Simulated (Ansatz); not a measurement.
Working through a dielectric-dependent hybrid calculation of AlN, space group F-43m

Computed with Ansatz's Python interface.

`aln.xyz`
```text
2
Lattice="0.0 2.18399356 2.18399356 2.18399356 0.0 2.18399356 2.18399356 2.18399356 0.0" Properties=species:S:1:pos:R:3 pbc="T T T"
Al    0.00000000    0.00000000    0.00000000
N     3.27599034    3.27599034    3.27599034
```

Notebook, run cell by cell (the value of a cell's last expression is shown):

In [1]:
```python
import warnings

import ansatz as az
import numpy as np
```

In [2]:
```python
def count_gap(report):
    # lowest empty less highest filled band, counting bands; zero where they overlap
    return max(report.get("gap_by_band_count_ev") or 0.0, 0.0)
```

In [3]:
```python
warnings.simplefilter("ignore", az.DeckWarning)
```

In [4]:
```python
system = az.Crystal.from_extxyz("aln.xyz")
```

In [5]:
```python
system.resolved().tree()["lattice"]
```
Out [5]:
```text
((0.0, 2.18399356, 2.18399356), (2.18399356, 0.0, 2.18399356), (2.18399356, 2.18399356, 0.0))
```

In [6]:
```python
setup = system.calculation().kpoints(4, center="gamma").basis(550).occupations("fixed").band_table()
semilocal = setup.functional("pbe").run(threads=1, backend="cpu").report
hybrid = setup.functional(exchange="pbe", correlation="pbe", exact_fraction="inverse_dielectric").run(threads=1, backend="cpu").report
alpha = hybrid["hybrid"]["exact_exchange_fraction"]
print(f"fraction of exact exchange {alpha:.4f}, so eps_inf = {1 / alpha:.2f}")
print(f"gap by band count: {count_gap(semilocal):.3f} eV semilocal, {count_gap(hybrid):.3f} eV hybrid")
```
```text
fraction of exact exchange 0.2184, so eps_inf = 4.58
gap by band count: 3.300 eV semilocal, 5.041 eV hybrid
```

The fraction is 0.2184, one over a mean dielectric constant (a third of the trace) of 4.58. It opens the gap from 3.300 to 5.041 eV, by 1.74 eV.

What to keep in mind:
- The k-point mesh is coarse, and energy and stress weren't tested for convergence.
- The structure comes from a database of computed cells and needn't be a stable or known phase.
- Gaps and levels are Kohn-Sham values on a finite set of k-points.
- The gaps are those of a coarse mesh; the run finds the dielectric constant of the semilocal functional on meshes of its own.
- Wall time of the script: 7.8 s on 1 thread of Intel(R) Xeon(R) Processor @ 2.30GHz, on a shared host, peak memory 0.66 GiB.
